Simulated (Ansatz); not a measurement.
# HfZr2Si2: the cost of one run

Computed with Ansatz 0.2.0 (DFT PBE, scalar-relativistic, plane waves, PAW, unless a step's input says otherwise).

## 1. The starting structure

The structure is trigonal, space group P-3m1 (No. 164). Conventional cell: a = 3.984 Å, b = 3.984 Å, c = 6.430 Å, α = 90.00°, β = 90.00°, γ = 120.00°. Zr (site symmetry 3m) is surrounded by 3 Si at 2.36 Å. Around Hf (site symmetry -3m) lie 2 Si at 2.32 Å. Si (site symmetry 3m) has 1 Si at 1.79 Å and 1 Hf at 2.32 Å and 3 Zr at 2.36 Å in its first shell of neighbours.

Structure file:

```cif
data_structure
_symmetry_space_group_name_H-M 'P-3m1'
_symmetry_Int_Tables_number 164
_cell_length_a 3.9839
_cell_length_b 3.9839
_cell_length_c 6.4296
_cell_angle_alpha 90.000
_cell_angle_beta 90.000
_cell_angle_gamma 120.000
_cell_volume 88.38
loop_
_atom_site_label
_atom_site_type_symbol
_atom_site_symmetry_multiplicity
_atom_site_Wyckoff_symbol
_atom_site_fract_x
_atom_site_fract_y
_atom_site_fract_z
_atom_site_occupancy
Zr1 Zr 2 d 0.33333 0.66667 0.77632 1
Hf1 Hf 1 b 0.00000 0.00000 0.50000 1
Si1 Si 2 c 0.00000 0.00000 0.86119 1
```

The cell is invented: random cell by space group and Wyckoff sites (P-3m1, No. 164). Lengths come from tabulated atomic sizes and are only a guess.

## 2. A first look at the guess

input.yaml reads:

```yaml
crystal:
  lattice:
    - [3.9839163, 0.0, 0.0]
    - [-1.99195815, 3.45017272, 0.0]
    - [0.0, 0.0, 6.42964518]
  atoms:
    - { symbol: Zr, position: [0.33333333, 0.66666667, 0.77632082] }
    - { symbol: Zr, position: [0.66666667, 0.33333333, 0.22367918] }
    - { symbol: Hf, position: [0.0, 0.0, 0.5] }
    - { symbol: Si, position: [0.0, 0.0, 0.86118913] }
    - { symbol: Si, position: [0.0, 0.0, 0.13881087] }
basis:
  ecutwfc: 420
kpoints:
  mp_grid: { grid: [6, 6, 4] }
hamiltonian:
  xc: pbe
scf:
  occupations: { method: gaussian, width: 0.1 }
  lower_state_search: "off"
output:
  forces: true
  stress: true
  eigenvalues: true
```

On the command line:

```console
ansatz run input.yaml --threads 1 --pin off --max-ram 2560MiB --backend cpu --events-out ev --progress --plain --runs-dir out
```

**Question.** How long does this run take on 1 thread of Intel Xeon at 2.50GHz (Skylake/Cascade Lake), shared host, and how much memory does it need?

About 12 s, with a peak of 0.42 GiB.
